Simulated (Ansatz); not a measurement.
# In3Se (Pm-3m) in Ansatz: notebook

One crystal, In3Se, is run at these levels: PBEsol, PBEsol+D3(BJ); tasks: relaxation of cell and atoms.

Program: Ansatz 0.2.0. These are calculated values, not measurements. Logs are shortened: lines on timing, memory, paths and dates and some standing lists are left out, and cuts for length are marked.

**1. The crystal as given**

Symmetry: Pm-3m, No. 221, cubic system. Conventional cell: a = 4.804 Å, b = 4.804 Å, c = 4.804 Å, α = 90.00°, β = 90.00°, γ = 90.00°. In (site symmetry 4/mmm) is surrounded by 8 In at 3.40 Å and 4 Se at 3.40 Å. Around Se (site symmetry m-3m) lie 12 In at 3.40 Å.

The cell comes from a database or a generator and needn't be the stable form of this composition.

**2. Relaxation of cell and atoms, PBEsol**

File input.yaml:

```yaml
crystal:
  lattice:
    - [4.803758, 0.0, 0.0]
    - [0.0, 4.803758, 0.0]
    - [0.0, 0.0, 4.803758]
  atoms:
    - { symbol: In, position: [0.5, 0.5, 0.0] }
    - { symbol: In, position: [0.5, 0.0, 0.5] }
    - { symbol: In, position: [0.0, 0.5, 0.5] }
    - { symbol: Se, position: [0.0, 0.0, 0.0] }
hamiltonian:
  xc: pbesol
  pseudopotentials: { kind: paw }
kpoints:
  mp_grid: { grid: [6, 6, 6] }
scf:
  occupations: { method: fermi_dirac, width: 0.05 }
output:
  forces: true
  stress: true
  eigenvalues: true
relax:
  f_tol: 0.01
  max_steps: 40
  cell: { stress_tol: 0.05 }
```

Potentials or basis: Ansatz PAW.

Command:

```
> ansatz run input.yaml --threads 2 --pin off --max-ram 5632MiB --backend cpu --events-out ev --progress --plain --runs-dir out
```

Log:

```text
Warning: RAYON_NUM_THREADS=2 ignored (pool sized by the plan → 2); use --threads N
Engine: ansatz 0.2.0, aarch64-unknown-linux-gnu
Pseudopotentials: kind: paw
Pseudopotential: In, paw, valence charge 13, recommended cutoff 420 eV (normal), In.paw.azcp
Pseudopotential: Se, paw, valence charge 16, recommended cutoff 420 eV (normal), Se.paw.azcp
Functional definition: PBEsol
  exchange = pbesol_x
  correlation = pbesol_c
Crystal: 4 atoms, lattice volume = 110.852 Å³
Basis set: ecut = 420 eV, 2109 PW (Γ), exchange–correlation on 72×72×72 points (8 copies of the dense FFT grid, shifted against one another)
Bands: 33, of which v1, the nominal top of the filled ones, is band 28 counted from 1 (27 counted from 0)
Symmetry: 48 space group operations
Space group: Pm-3m (ITA 221), of the structure as read, at distance tolerance 4.8e-5 Å
k-points: 20 of 216
Non-local potential: In, projectors of the file, l = 0: 2, l = 1: 2, l = 2: 2, l = 3: 2
Non-local potential: Se, projectors of the file, l = 0: 2, l = 1: 2, l = 2: 3, l = 3: 1
PAW form: soft (Blöchl's): semilocal exchange-correlation on the pseudo side does not see the compensation charge
PAW frozen core: In, regenerated for the run's functional, and the local potential with it (the file was generated under x = pbe(κ = 0.804, μ = 0.2195149727645171), c = pbe(β = 0.06672455060314922))
PAW frozen core: Se, regenerated for the run's functional, and the local potential with it (the file was generated under x = pbe(κ = 0.804, μ = 0.2195149727645171), c = pbe(β = 0.06672455060314922))
PAW one-centre angular grid: In, 590 points (default); XC on 64 Gauss nodes
PAW one-centre angular grid: Se, 590 points (default); XC on 64 Gauss nodes
Initial density: superposition of atomic densities (neutral atoms: chi_scale 0, normalization atom), corrected by the library's trained network
Initial wavefunctions: pseudopotential atomic-orbital guess
Functional: x = pbesol(κ = 0.804, μ = 0.12345679012345678), c = pbesol(β = 0.046)
SCF iter   1: F=—  HF=-22000.793268 eV  |F-HF|=—  |Δ(HF+E_count)|=         —  Δρ=3.73e-3  dr2=3.58e-2  ethr=1.77e-3  ⟨swp⟩=7.1  Hψ=2728  notcnv=0
preconditioner: auto → Resta (q_TF=auto, 2.428 Å⁻¹)  ε∞=4.0  [insulator: Δε(μ)=0.223 eV  Ē_g=13.654 eV  σ=0.050 eV  W_gap=0.65  n_scr=26 (ndim 8)  ℏωp=23.7 eV  f_vac=0.000  D(μ)=1.54/eV (n_scr^D=6)  ε∞_Penn≈4.0]
SCF iter   2: F=—  HF=-22000.780091 eV  |F-HF|=—  |Δ(HF+E_count)|=   1.32e-2  Δρ=1.37e-3  dr2=2.84e-3  ethr=6.51e-5  ⟨swp⟩=2.0  Hψ=1011  notcnv=0  defer=3
SCF iter   3: F=—  HF=-22000.779090 eV  |F-HF|=—  |Δ(HF+E_count)|=   1.00e-3  Δρ=4.01e-4  dr2=4.33e-4  ethr=5.16e-6  ⟨swp⟩=2.1  Hψ=1156  notcnv=0  defer=3
SCF iter   4: F=—  HF=-22000.778979 eV  |F-HF|=—  |Δ(HF+E_count)|=   1.11e-4  Δρ=1.99e-4  dr2=6.92e-5  ethr=7.87e-7  ⟨swp⟩=2.0  Hψ=767  notcnv=0  defer=3
SCF iter   5: F=—  HF=-22000.778964 eV  |F-HF|=—  |Δ(HF+E_count)|=   1.46e-5  Δρ=3.43e-5  dr2=9.97e-7  ethr=1.26e-7  ⟨swp⟩=2.0  Hψ=790  notcnv=0  defer=3
SCF iter   6: F=—  HF=-22000.778963 eV  |F-HF|=—  |Δ(HF+E_count)|=   4.76e-7  Δρ=1.19e-5  dr2=1.20e-7  ethr=1.82e-10  ⟨swp⟩=7.2  Hψ=3026  notcnv=0
SCF iter   7: F=-22000.778963 eV  HF=-22000.778963 eV  |F-HF|=1.75e-8  |Δ(HF+E_count)|=   2.10e-8  Δρ=4.06e-6  dr2=1.59e-8  ethr=1.82e-10  ⟨swp⟩=4.0  Hψ=2187  notcnv=0
SCF 1 converged in 7 iterations: F = -22000.778963 eV  dr2 = 1.59e-8
relax step   1: F+E_penalty+E_count = -22000.77896336 eV  Δ(F+E_penalty+E_count) = +0.000e0 eV  max|allowed force component| = 5.006e-29 eV/Å  Δτ_max = 0.0000 Å  P = -2.945 GPa  Ω = 110.852 Å³  (7 SCF iters, dr2 threshold 1.00e-7 eV, accepted)
Crystal: 4 atoms, lattice volume = 102.626 Å³
Basis set: ecut = 420 eV, 2007 PW (Γ), exchange–correlation on 72×72×72 points (8 copies of the dense FFT grid, shifted against one another)
Initial density: handed on by an earlier stage of this run
Initial wavefunctions: those handed on with the density
iter 1 solved again at ethr=9.74e-5 eV; its pass at ethr=3.10e-3 eV (dr2=5.36e-2 eV) is discarded
SCF iter   1: F=—  HF=-22000.882942 eV  |F-HF|=—  |Δ(HF+E_count)|=         —  Δρ=4.05e-3  dr2=5.36e-2  ethr=9.74e-5  ⟨swp⟩=1.5  Hψ=3338  notcnv=0
preconditioner: auto → Resta (q_TF=auto, 2.459 Å⁻¹)  ε∞=4.1  [insulator: Δε(μ)=0.118 eV  Ē_g=13.915 eV  σ=0.050 eV  W_gap=0.51  n_scr=26 (ndim 8)  ℏωp=24.6 eV  f_vac=0.000  D(μ)=1.13/eV (n_scr^D=6)  ε∞_Penn≈4.1]
SCF iter   2: F=—  HF=-22000.870703 eV  |F-HF|=—  |Δ(HF+E_count)|=   1.22e-2  Δρ=9.38e-4  dr2=2.67e-3  ethr=9.74e-5  ⟨swp⟩=2.0  Hψ=878  notcnv=0
preconditioner: auto → Kerker (q_TF=auto, 2.459 Å⁻¹)  [metal: Δε(μ)=0.107 eV  Ē_g=13.904 eV  σ=0.050 eV  W_gap=0.46  n_scr=26 (ndim 8)  ℏωp=24.6 eV  f_vac=0.000  D(μ)=1.10/eV (n_scr^D=6)]
[... 29 lines left out ...]
Basis set: ecut = 420 eV, 1935 PW (Γ), exchange–correlation on 64×64×64 points (8 copies of the dense FFT grid, shifted against one another)
Initial wavefunctions: pseudopotential atomic-orbital guess (no wavefunctions were taken with the density)
iter 1 solved again at ethr=2.68e-7 eV; its pass at ethr=3.10e-3 eV (dr2=1.48e-4 eV) is discarded
SCF iter   1: F=—  HF=-22000.868704 eV  |F-HF|=—  |Δ(HF+E_count)|=         —  Δρ=1.27e-4  dr2=2.92e-6  ethr=2.68e-7  ⟨swp⟩=2.4  Hψ=4089  notcnv=0
SCF iter   2: F=—  HF=-22000.868690 eV  |F-HF|=—  |Δ(HF+E_count)|=   1.38e-5  Δρ=6.33e-5  dr2=7.10e-7  ethr=5.31e-9  ⟨swp⟩=2.2  Hψ=1171  notcnv=0
SCF iter   3: F=—  HF=-22000.868691 eV  |F-HF|=—  |Δ(HF+E_count)|=   3.93e-7  Δρ=1.47e-5  dr2=9.25e-8  ethr=1.29e-9  ⟨swp⟩=2.0  Hψ=1039  notcnv=0
SCF iter   4: F=—  HF=-22000.868691 eV  |F-HF|=—  |Δ(HF+E_count)|=   1.54e-9  Δρ=2.22e-6  dr2=5.40e-9  ethr=1.68e-10  ⟨swp⟩=2.0  Hψ=1212  notcnv=0
SCF iter   5: F=—  HF=-22000.868691 eV  |F-HF|=—  |Δ(HF+E_count)|=   5.82e-9  Δρ=9.19e-7  dr2=1.08e-9  ethr=9.82e-12  ⟨swp⟩=2.0  Hψ=1201  notcnv=0
SCF iter   6: F=—  HF=-22000.868691 eV  |F-HF|=—  |Δ(HF+E_count)|=  3.64e-11  Δρ=1.93e-7  dr2=8.22e-11  ethr=1.96e-12  ⟨swp⟩=2.0  Hψ=788  notcnv=0
SCF iter   7: F=-22000.868691 eV  HF=-22000.868691 eV  |F-HF|=1.46e-11  |Δ(HF+E_count)|=  2.18e-11  Δρ=5.49e-8  dr2=7.19e-12  ethr=1.00e-12  ⟨swp⟩=4.2  Hψ=2101  notcnv=0
SCF 5 converged in 7 iterations: F = -22000.868691 eV  dr2 = 7.19e-12
relax step   5: F+E_penalty+E_count = -22000.86869077 eV  Δ(F+E_penalty+E_count) = +1.680e-3 eV  max|allowed force component| = 2.817e-29 eV/Å  Δτ_max = 0.0000 Å  P = -0.005 GPa  Ω = 101.927 Å³  stress off target by 5.23e-3 GPa  SCF on the basis re-selected at this cell (its energy is not comparable with the rows above)  (7 SCF iters)
basis re-selected at this cell: Δ(F+E_penalty+E_count) = +1.680e-3 eV, ΔP = -0.005 GPa vs the last step (what re-selecting the basis moved, of the pressure what is left beyond the Pulay correction that the steps carried, after the strain that the cell walked since its last selection, with what the two solves' SCF thresholds leave and, on support functions, any second-order correction that the steps lacked; it is no measure of the basis error at this ecutwfc). The dense FFT grid was sized anew with the basis: this SCF ran on 32×32×32 points, the steps before it on 36×36×36, so part of this shift can come from that change (see relax.cell in the input reference). This SCF's stress stands 5.23e-3 GPa from its target on what of the cell is left free (relax.cell.stress_tol is 5.00e-2 GPa) and its largest allowed force component is 2.82e-29 eV/Å (relax.f_tol is 1.00e-2 eV/Å): within both
SCF converged after 7 iterations
Free energy (F): -22000.868691 eV
Harris-Foulkes:  -22000.868691 eV  (|F-HF|=1.46e-11)
Internal energy: -22000.859528 eV  (E = F + TS)
E sigma→0 (E₀):  -22000.864110 eV
Entropy (-TS):   -0.009162 eV (-2.291 meV/atom)
Fermi energy:    9.961087 eV
--- Per-component energies (eV) ---
  E_band       = -439.927381
  E_kinetic    = 840.709126
  E_local      = -5542.976474  (includes V_loc(G=0)·N_el)
  E_nonlocal   = 509.851065
  E_hartree    = 2412.717663
  E_xc         = -746.353165
  E_vxc        = -400.083534  (∫ρ·V_xc dr)
  E_paw        = -14108.849357  (= ΣΔE_a)
  E_vpaw       = -672.862333  (= ΣTr[D̂ρ^β])
  E_aug_tail   = -0.000521  (compensation charges beyond the density's cutoff)
  E_ewald      = -5367.674023
  E_core_change = 1.716158  (= ΣΔE_core)
  E_smearing   = -0.009162  (= −TS)
  E_closure    = -0.000000  (closes the sum)
  Σ components = -22000.868691   (vs F -22000.868691, Δ=0.00e0)
--- Forces (eV/Å), atoms counted from 1 ---
  atom   1  In    -0.00000000    -0.00000000    -0.00000000
  atom   2  In     0.00000000     0.00000000    -0.00000000
  atom   3  In    -0.00000000    -0.00000000     0.00000000
  atom   4  Se    -0.00000000    -0.00000000     0.00000000
  max |Σ_I F_I| component: 6.40e-29 eV/Å
--- Stress (GPa, compression-positive) ---
       -0.005227      -0.000000       0.000000
       -0.000000      -0.005227      -0.000000
        0.000000      -0.000000      -0.005227
  P = ⅓ Tr σ = -0.0052 GPa (-0.052 kbar)
--- Band table (eV; the first three rows and the last of 20) ---
  k-point 0: bands = ["-37.8493", "-37.8493", "-37.8493", "-37.8492", "-37.8492", "-4.8943", "-4.8632", "-4.8632", "-4.8632", "-4.7160", "-4.7160", "-4.5466", "-4.5466", "-4.5466", "-4.4516", "-4.4516", "-4.3882", "-4.3268", "-4.3268", "-4.3268", "-3.2027", "2.5660", "6.3082", "6.3082", "6.3082", "7.8181", "7.8181", "11.1014", "11.1014", "11.1014", "14.2878", "14.2878", "14.2878"]
  k-point 1: bands = ["-37.8493", "-37.8493", "-37.8493", "-37.8492", "-37.8492", "-4.8627", "-4.8576", "-4.8328", "-4.8328", "-4.7119", "-4.6952", "-4.5523", "-4.5497", "-4.5497", "-4.4719", "-4.4510", "-4.4052", "-4.3652", "-4.3652", "-4.3268", "-3.1478", "2.4353", "5.5882", "6.4827", "6.4827", "7.9463", "8.7405", "10.8746", "10.8746", "10.9861", "13.1699", "13.7875", "13.7875"]
  k-point 2: bands = ["-37.8493", "-37.8493", "-37.8493", "-37.8492", "-37.8492", "-4.8456", "-4.7838", "-4.7487", "-4.7487", "-4.7014", "-4.6432", "-4.5643", "-4.5597", "-4.5597", "-4.5324", "-4.4613", "-4.4613", "-4.4548", "-4.4448", "-4.3267", "-3.0263", "2.1160", "5.0006", "6.9217", "6.9217", "8.2745", "8.9898", "10.1666", "10.1666", "11.7819", "12.1706", "13.6870", "13.6870"]
  k-point 19: bands = ["-37.8493", "-37.8493", "-37.8493", "-37.8492", "-37.8492", "-4.9189", "-4.7551", "-4.7551", "-4.7551", "-4.7133", "-4.7133", "-4.7133", "-4.5038", "-4.5038", "-4.5038", "-4.5012", "-4.5012", "-4.3721", "-4.3721", "-4.3721", "-2.3934", "5.3082", "5.3082", "5.3082", "5.5066", "5.5066", "5.5066", "6.3941", "13.1936", "13.1936", "13.1936", "18.3546", "18.4858"]
--- Relaxed structure (4 steps of the walk, 4 accepted, 1 SCFs on fresh bases) ---
  F+E_penalty+E_count = -22000.86869077 eV   max|allowed force component| = 2.817e-29 eV/Å   (the final SCF, on the basis selected at the relaxed cell)
  cell:  # Å, volume = 101.9268 Å³
    - [4.671211158250744, -6.098778157226246e-34, 2.0864241064195054e-34]
    - [9.62964972193618e-35, 4.671211158250744, 2.006177025403371e-36]
    - [2.246918268451775e-34, 2.006177025403371e-36, 4.671211158250744]
  atoms:
    - { symbol: In, position: [0.5, 0.5, 3.132199351223837e-37] }
    - { symbol: In, position: [0.5, 2.088132900976817e-37, 0.5] }
    - { symbol: In, position: [1.5660996747572886e-37, 0.5, 0.5] }
    - { symbol: Se, position: [1.5660996763221838e-37, 6.264398702375445e-37, 1.044066450418064e-37] }
```

It took 12 s on 2 threads of Arm Neoverse V2, shared host; peak memory 0.42 GiB.

What came out:

| Quantity | Value |
| --- | --- |
| Free energy | -22000.8687 eV |
| Relaxed volume | 25.48 Å³/atom |
| Relaxed cell | a = 4.671 Å, b = 4.671 Å, c = 4.671 Å, α = 90.00°, β = 90.00°, γ = 90.00° |
| Space group after relaxing (to 0.05 Å) | Pm-3m (No. 221) |
| Energy gained by relaxing | 22.4 meV/atom |
| Ionic steps | 5 |
| Pressure after relaxing | 0.0 GPa |
| Band gap on the k mesh | none (metal or under the smearing width) |

Step by step:
| step | energy change (eV) | largest force (eV/Å) | volume (Å³) |
| --- | --- | --- | --- |
| 1 | 0.0000 | 0.0000 | 110.85 |
| 2 | -0.0906 | 0.0000 | 102.63 |
| 3 | -0.0914 | 0.0000 | 101.79 |
| 4 | -0.0914 | 0.0000 | 101.93 |
| 5 | -0.0897 | 0.0000 | 101.93 |

Final structure:
```
In Se
1.0
     4.67121    0.00000    0.00000
     0.00000    4.67121    0.00000
     0.00000    0.00000    4.67121
In Se
3 1
Cartesian
  2.3356 2.3356 0.0000
  2.3356 0.0000 2.3356
  0.0000 2.3356 2.3356
  0.0000 0.0000 0.0000
```

Levels at points of the mesh, in eV from the Fermi level:
```
              k point  band 24  band 25  band 26  band 27  band 28  band 29  band 30  band 31  band 32  band 33
   (0.00, 0.00, 0.00)    -3.65    -3.65    -2.14    -2.14     1.14     1.14     1.14     4.33     4.33     4.33
  (0.00, 0.00, -0.50)    -2.73    -2.73    -1.46    -1.14    -0.27    -0.27     1.21     3.96     3.96     4.02
 (0.00, -0.50, -0.50)    -6.05    -2.17    -1.04    -0.63    -0.63     1.54     1.69     1.69     1.91     5.04
(-0.50, -0.50, -0.50)    -4.65    -4.45    -4.45    -4.45    -3.57     3.23     3.23     3.23     8.39     8.52
```

Caveat: the plane-wave basis is chosen anew once the cell has moved, so the energies of steps on either side of that aren't comparable; the PAW data sets come from PBE, with cores solved anew for the run's functional, which leaves a small shift of forces and pressure.

**3. Relaxation of cell and atoms, PBEsol+D3(BJ)**

Changes to input.yaml since step 2:

```diff
@@ -13,2 +13,3 @@
   pseudopotentials: { kind: paw }
+  dispersion: d3bj
 kpoints:
```

Potentials or basis: Ansatz PAW.

Command:

```
> ansatz run input.yaml --threads 2 --pin off --max-ram 5632MiB --backend cpu --events-out ev --progress --plain --runs-dir out
```

Log:

```text
Warning: RAYON_NUM_THREADS=2 ignored (pool sized by the plan → 2); use --threads N
Engine: ansatz 0.2.0, aarch64-unknown-linux-gnu
Pseudopotentials: kind: paw
Pseudopotential: In, paw, valence charge 13, recommended cutoff 420 eV (normal), In.paw.azcp
Pseudopotential: Se, paw, valence charge 16, recommended cutoff 420 eV (normal), Se.paw.azcp
Functional definition: PBEsol
  exchange = pbesol_x
  correlation = pbesol_c
Crystal: 4 atoms, lattice volume = 110.852 Å³
Basis set: ecut = 420 eV, 2109 PW (Γ), exchange–correlation on 72×72×72 points (8 copies of the dense FFT grid, shifted against one another)
Bands: 33, of which v1, the nominal top of the filled ones, is band 28 counted from 1 (27 counted from 0)
Symmetry: 48 space group operations
Space group: Pm-3m (ITA 221), of the structure as read, at distance tolerance 4.8e-5 Å
k-points: 20 of 216
[... 94 lines left out ...]
  atom   2  In    -0.00000000     0.00000000    -0.00000000
  atom   3  In     0.00000000    -0.00000000     0.00000000
  atom   4  Se     0.00000000    -0.00000000     0.00000000
  max |Σ_I F_I| component: 1.79e-29 eV/Å
--- Stress (GPa, compression-positive) ---
       -0.013394       0.000000      -0.000000
        0.000000      -0.013394      -0.000000
       -0.000000      -0.000000      -0.013394
  P = ⅓ Tr σ = -0.0134 GPa (-0.134 kbar)
--- Band table (eV; the first three rows and the last of 20) ---
  k-point 0: bands = ["-37.2021", "-37.2021", "-37.2021", "-37.2020", "-37.2020", "-4.2414", "-4.1871", "-4.1871", "-4.1871", "-4.0224", "-4.0224", "-3.8251", "-3.8251", "-3.8251", "-3.7139", "-3.7139", "-3.6407", "-3.5706", "-3.5706", "-3.5706", "-2.7090", "3.2026", "6.8218", "6.8218", "6.8218", "8.6457", "8.6457", "11.8795", "11.8795", "11.8795", "15.1575", "15.1575", "15.1575"]
  k-point 1: bands = ["-37.2021", "-37.2021", "-37.2021", "-37.2020", "-37.2020", "-4.2033", "-4.1804", "-4.1527", "-4.1527", "-4.0175", "-3.9982", "-3.8319", "-3.8291", "-3.8291", "-3.7378", "-3.7132", "-3.6603", "-3.6152", "-3.6152", "-3.5706", "-2.6454", "3.0236", "6.1763", "7.0086", "7.0086", "8.7856", "9.5351", "11.6335", "11.6335", "11.7610", "13.9826", "14.6299", "14.6299"]
  k-point 2: bands = ["-37.2021", "-37.2021", "-37.2021", "-37.2020", "-37.2020", "-4.1661", "-4.1075", "-4.0575", "-4.0575", "-4.0051", "-3.9375", "-3.8463", "-3.8412", "-3.8412", "-3.8110", "-3.7261", "-3.7261", "-3.7181", "-3.7057", "-3.5706", "-2.5014", "2.6030", "5.6577", "7.4794", "7.4794", "9.1540", "9.7211", "10.8679", "10.8679", "12.5073", "13.0599", "14.5577", "14.5577"]
  k-point 19: bands = ["-37.2021", "-37.2021", "-37.2021", "-37.2019", "-37.2019", "-4.2891", "-4.0668", "-4.0668", "-4.0668", "-4.0135", "-4.0135", "-4.0135", "-3.7764", "-3.7764", "-3.7764", "-3.7725", "-3.7725", "-3.6223", "-3.6223", "-3.6223", "-1.7302", "5.7602", "5.7602", "5.7602", "6.2115", "6.2115", "6.2115", "6.9260", "14.1187", "14.1187", "14.1187", "19.4687", "19.6163"]
--- Relaxed structure (4 steps of the walk, 4 accepted, 1 SCFs on fresh bases) ---
  F+E_penalty+E_count = -22002.30655085 eV   max|allowed force component| = 1.026e-29 eV/Å   (the final SCF, on the basis selected at the relaxed cell)
  cell:  # Å, volume = 96.8722 Å³
    - [4.59268275784516, -2.182720603638867e-33, -2.69630192214213e-33]
    - [-2.182720603638867e-33, 4.59268275784516, 4.012354050806742e-36]
    - [-2.69630192214213e-33, 4.012354050806742e-36, 4.59268275784516]
  atoms:
    - { symbol: In, position: [0.5, 0.5, 1.2528797404398107e-36] }
    - { symbol: In, position: [0.5, -3.6542325759827378e-37, 0.5] }
    - { symbol: In, position: [-4.280672446420565e-36, 0.5, 0.5] }
    - { symbol: Se, position: [7.412871797509469e-36, 2.6101661258647415e-37, -8.352531602915306e-37] }
```

It took 11 s on 2 threads of Arm Neoverse V2, shared host; peak memory 0.42 GiB.

Results:

```yaml
Free_energy: -22002.3066 eV
Relaxed_volume: 24.22 Å³/atom
Relaxed_cell: a = 4.593 Å, b = 4.593 Å, c = 4.593 Å, α = 90.00°, β = 90.00°, γ = 90.00°
Space_group_after_relaxing_to_0.05_Å: Pm-3m (No. 221)
Energy_gained_by_relaxing: 61.3 meV/atom
Ionic_steps: 5
Pressure_after_relaxing: 0.0 GPa
Band_gap_on_the_k_mesh: none (metal or under the smearing width)
```

Step by step:
| step | energy change (eV) | largest force (eV/Å) | volume (Å³) |
| --- | --- | --- | --- |
| 1 | 0.0000 | 0.0000 | 110.85 |
| 2 | -0.2471 | 0.0000 | 97.44 |
| 3 | -0.2478 | 0.0000 | 96.69 |
| 4 | -0.2478 | 0.0000 | 96.87 |
| 5 | -0.2453 | 0.0000 | 96.87 |

Final structure:
```
CELL_PARAMETERS angstrom
4.59268 0.00000 0.00000
0.00000 4.59268 0.00000
0.00000 0.00000 4.59268
ATOMIC_POSITIONS crystal
In 0.50000 0.50000 0.00000
In 0.50000 0.00000 0.50000
In 0.00000 0.50000 0.50000
Se 0.00000 0.00000 0.00000
```

Caveat: the plane-wave basis is chosen anew once the cell has moved, so the energies of steps on either side of that aren't comparable; pairwise dispersion overbinds metals, which lowers pressure and volume; the PAW data sets come from PBE, with cores solved anew for the run's functional, which leaves a small shift of forces and pressure.
